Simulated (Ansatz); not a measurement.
# Sc (Sc, omega (AlB2-type)): the cost of one run

Program: Ansatz 0.2.0. Level of theory: DFT m-r2SCAN, plane waves (500 eV) with PAW, scalar-relativistic; the PAW data stem from PBE, with regenerated cores; m-r²SCAN is r²SCAN on the gauge-invariant kinetic-energy density. These are calculated values, not measurements.

### Step 1. Starting point

It takes space group P6/mmm (No. 191, hexagonal). Conventional cell: a = 5.208 Å, b = 5.208 Å, c = 3.193 Å, α = 90.00°, β = 90.00°, γ = 120.00°. Around Sc (site symmetry 6/mmm) lie 14 Sc at 3.19 to 3.40 Å. Around Sc (site symmetry -6m2) lie 11 Sc at 3.01 to 3.40 Å.

Coordinates:

```xyz
3
Lattice="5.2084 0.0000 0.0000 -2.6042 4.5106 0.0000 0.0000 0.0000 3.1927" Properties=species:S:1:pos:R:3 pbc="T T T"
Sc    0.0000    0.0000    0.0000
Sc    0.0000    3.0071    1.5964
Sc    2.6042    1.5035    1.5964
```

Starting moments (μB): +1 ×3.

### Step 2. Relaxation of the cell

The input, input.yaml:

```yaml
crystal:
  lattice:
    - [5.2083761254, 0.0, 0.0]
    - [-2.6041880627, 4.5105860371, 0.0]
    - [0.0, 0.0, 3.1927345649]
  atoms:
    - { symbol: Sc, position: [0.0, 0.0, 0.0], spin: 1.0 }
    - { symbol: Sc, position: [0.3333333333, 0.6666666667, 0.5], spin: 1.0 }
    - { symbol: Sc, position: [0.6666666667, 0.3333333333, 0.5], spin: 1.0 }
hamiltonian:
  xc: mr2scan
  pseudopotentials:
    kind: paw
    azcp:
      Sc: "pseudopotentials/Sc.paw.azcp"
basis:
  ecutwfc: 500
  fft_grid_basis: typed
kpoints:
  mp_grid: { grid: [7, 7, 10], shift: [0, 0, 0] }
magnetization:
  spin_polarized: true
scf:
  occupations: { method: fermi_dirac, width: 0.05 }
relax:
  max_steps: 60
  f_tol: 0.01
  cell: {}
```

On the command line:

```
$ ansatz run input.yaml --threads 2 --pin off --max-ram 6144MiB --backend cpu --events-out ev --progress --plain --runs-dir out
```

Q: Estimate wall time and peak memory on 2 threads of Intel Xeon Platinum 8375C at 2.90GHz (Ice Lake), shared host.

About 81 s, with a peak of 0.69 GiB.
